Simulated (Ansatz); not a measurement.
# CH4GeO2 (SMILES O=C[O][GeH3]) at B3LYP/6-31G(d) (spherical functions)

What is the electronic atomisation energy of CH4GeO2 at B3LYP/6-31G* (spherical functions)? 

The calculation is run with Ansatz 0.2.0.

53 further runs of the same task are left out: 53 set aside as unsound or not needed. Runs told in other sessions of the task aren't counted.

## Step 1: The molecule

CH4GeO2 has 8 atoms, charge 0, and is taken as a singlet. As SMILES, `O=C[O][GeH3]`. The coordinates come from a PBE0-D4/def2-TZVP relaxation. This is one conformer, not always the lowest.

Bond lengths: O1–C2 1.203 Å, C2–O3 1.318 Å, O3–Ge4 1.840 Å, C2–H5 1.101 Å, Ge4–H6 1.528 Å, Ge4–H7 1.528 Å, Ge4–H8 1.531 Å. Angles: O1–C2–O3 124.7°, C2–O3–Ge4 113.7°, O1–C2–H5 123.7°, O3–C2–H5 111.6°, O3–Ge4–H6 108.6°, O3–Ge4–H7 108.6°, O3–Ge4–H8 100.3°, H6–Ge4–H7 113.7°, H6–Ge4–H8 112.4°, H7–Ge4–H8 112.4°.

## Step 2: The energy at B3LYP/6-31G(d) (spherical functions)

input.yaml reads:

```yaml
basis:
  gaussian: {orbitals: 6-31G_st_-spherical.json}
crystal:
  periodic: [false, false, false]
  atoms:
    - symbol: O
      position_ang: [1.249800, -0.737800, 1.111600]
    - symbol: C
      position_ang: [1.395900, 0.277800, 0.484100]
    - symbol: O
      position_ang: [0.493200, 0.797800, -0.322800]
    - symbol: Ge
      position_ang: [-1.061900, -0.180000, -0.421000]
    - symbol: H
      position_ang: [2.310300, 0.889700, 0.516800]
    - symbol: H
      position_ang: [-1.700900, -0.218500, 0.966900]
    - symbol: H
      position_ang: [-0.732900, -1.562300, -0.983900]
    - symbol: H
      position_ang: [-1.861500, 0.676100, -1.407500]
hamiltonian: {xc: {name: B3LYP}}
output: {orbitals: {seedname: orbitals}}
accuracy: high
```

The basis set 6-31G* is read from a file made from the Basis Set Exchange's data (not shown).

Started as:

```
$ ansatz run input.yaml --threads 1 --pin off --max-ram 2610MiB --events-out events.jsonl --progress --plain --runs-dir runs
```

Standard output:

```text
Warning: RAYON_NUM_THREADS=1 ignored (pool sized by the plan → 1); use --threads N
Functional definition: B3LYP
  name "B3LYP"
  parameter a0 = 0.2
  parameter ax = 0.72
  parameter ac = 0.81
  exchange = (1 - a0 - ax)*slater_x + ax*b88_x + a0*exact_x
  correlation = (1 - ac)*vwn_rpa_c + ac*lyp_c
1839 factors; integrals over basis functions are off by at most 5.1e-9 eV
mean field evaluation 1: about -61703.0230 eV, gradient 5.4e1 eV
mean field evaluation 2: about -61693.7809 eV, gradient 8.9e1 eV
mean field evaluation 4: about -61707.8185 eV, gradient 7.1e0 eV
mean field evaluation 8: about -61708.0829 eV, gradient 3.1e-1 eV
mean field evaluation 16: about -61708.0831 eV, gradient 2.3e-5 eV
mean field -61708.08312249 eV, -2267.7302275103 hartree, gradient 5.0e-8 eV, S^2 0.000000; 0 other end points of the search recorded, 0 dependent functions left out
reference -61708.08316196 eV, -2267.7302289610 hartree; 29, 29 occupied and 53, 53 virtual orbitals, 1839 factors
Total energy: -61708.08316196 eV, -2267.7302289610 hartree
```

Run time: 11 s. Hardware: 1 thread of Arm Neoverse V2, shared host; peak memory 0.28 GiB.

## Step 3: The C atom

input.yaml reads:

```yaml
crystal:
  periodic: [false, false, false]
  atoms:
    - {symbol: C, position_ang: [0.000000, 0.000000, 0.000000]}
basis:
  gaussian:
    orbitals: 6-31G_st_-spherical.json
magnetization:
  spin_polarized: true
  initial_magnetization: 2
hamiltonian:
  xc: {name: B3LYP}
accuracy: high
```

The basis set 6-31G* is read from a file made from the Basis Set Exchange's data (not shown).

Started as:

```
$ ansatz run input.yaml --threads 1 --pin off --max-ram 2610MiB --events-out events.jsonl --progress --plain --runs-dir runs
```

Standard output (excerpt; [...] marks lines left out):

```text
Warning: RAYON_NUM_THREADS=1 ignored (pool sized by the plan → 1); use --threads N
[... 7 set-up lines as earlier in the session ...]
96 factors; integrals over basis functions are off by at most 1.1e-9 eV
mean field evaluation 1: about -1029.7320 eV, gradient 3.6e0 eV
mean field evaluation 2: about -1029.7994 eV, gradient 1.0e0 eV
mean field evaluation 4: about -1029.8062 eV, gradient 2.3e-1 eV
mean field evaluation 8: about -1029.8066 eV, gradient 6.7e-6 eV
mean field -1029.80656969 eV, -37.8446934081 hartree, gradient 9.8e-9 eV, S^2 2.001951; 0 other end points of the search recorded, 0 dependent functions left out
reference -1029.80658741 eV, -37.8446940593 hartree; 4, 2 occupied and 10, 12 virtual orbitals, 96 factors
Total energy: -1029.80658741 eV, -37.8446940593 hartree
```

Wall time 0.33 s (1 thread of Arm Neoverse V2, shared host).

## Step 4: The Ge atom at the same level

molecule.yaml reads:

```yaml
crystal:
  periodic: [false, false, false]
  atoms:
    - {symbol: Ge, position_ang: [0.000000, 0.000000, 0.000000]}
basis:
  gaussian: {orbitals: 6-31G_st_-spherical.json}
magnetization: {spin_polarized: true, initial_magnetization: 2}
accuracy: high
hamiltonian: {xc: {name: B3LYP}}
```

The basis set 6-31G* is read from a file made from the Basis Set Exchange's data (not shown).

Run the same way, it converges to -2076.68559 Eh (log not shown).

## Step 5: The H atom, same level

molecule.yaml reads:

```yaml
crystal:
  periodic: [false, false, false]
  atoms:
    - {symbol: H, position_ang: [0.000000, 0.000000, 0.000000]}
basis:
  gaussian:
    orbitals: "6-31G*"
magnetization:
  spin_polarized: true
  initial_magnetization: 1
hamiltonian:
  xc: {name: B3LYP}
accuracy: high
```

Run the same way, it converges to -0.50027 Eh (log not shown).

## Step 6: The O atom

in.yaml reads:

```yaml
crystal:
  periodic: [false, false, false]
  atoms:
    - symbol: O
      position_ang: [0.000000, 0.000000, 0.000000]
basis:
  gaussian: {orbitals: 6-31G_st_-spherical.json}
magnetization: {spin_polarized: true, initial_magnetization: 2}
hamiltonian: {xc: {name: B3LYP}}
accuracy: high
```

The basis set 6-31G* is read from a file made from the Basis Set Exchange's data (not shown).

Started as:

```
$ ansatz run in.yaml --threads 1 --pin off --max-ram 2610MiB --events-out events.jsonl --progress --plain --runs-dir runs
```

Standard output (excerpt; [...] marks lines left out):

```text
Warning: RAYON_NUM_THREADS=1 ignored (pool sized by the plan → 1); use --threads N
[... 7 set-up lines as earlier in the session ...]
96 factors; integrals over basis functions are off by at most 1.3e-9 eV
mean field evaluation 1: about -2042.3583 eV, gradient 5.4e0 eV
mean field evaluation 2: about -2042.4299 eV, gradient 3.3e0 eV
mean field evaluation 4: about -2042.4706 eV, gradient 1.8e-2 eV
mean field evaluation 8: about -2042.4704 eV, gradient 1.5e-4 eV
mean field -2042.47041935 eV, -75.0594034748 hartree, gradient 7.8e-10 eV, S^2 2.002219; 0 other end points of the search recorded, 0 dependent functions left out
reference -2042.47043006 eV, -75.0594038687 hartree; 5, 3 occupied and 9, 11 virtual orbitals, 96 factors
Total energy: -2042.47043006 eV, -75.0594038687 hartree
```

It took 0.26 s on 1 thread of Arm Neoverse V2, shared host.

## Step 7: Results

Level: B3LYP/6-31G* (spherical functions).

| quantity | value |
| --- | --- |
| molecule: total energy | -2267.73023 Eh |
| molecule: HOMO energy | -7.75 eV |
| molecule: LUMO energy | -0.15 eV |
| molecule: HOMO–LUMO gap | 7.60 eV |
| C atom: total energy | -37.84469 Eh |
| C atom: ⟨S²⟩ | 2.002 |
| Ge atom: total energy | -2076.68559 Eh |
| Ge atom: ⟨S²⟩ | 2.002 |
| H atom: total energy | -0.50027 Eh |
| H atom: ⟨S²⟩ | 0.750 |
| O atom: total energy | -75.05940 Eh |
| O atom: ⟨S²⟩ | 2.002 |
| electronic atomisation energy | 29.390 eV |

In words: Taking the molecule apart into free atoms costs 29.39 eV (2836 kJ/mol), before zero-point energy and without spin-orbit coupling.
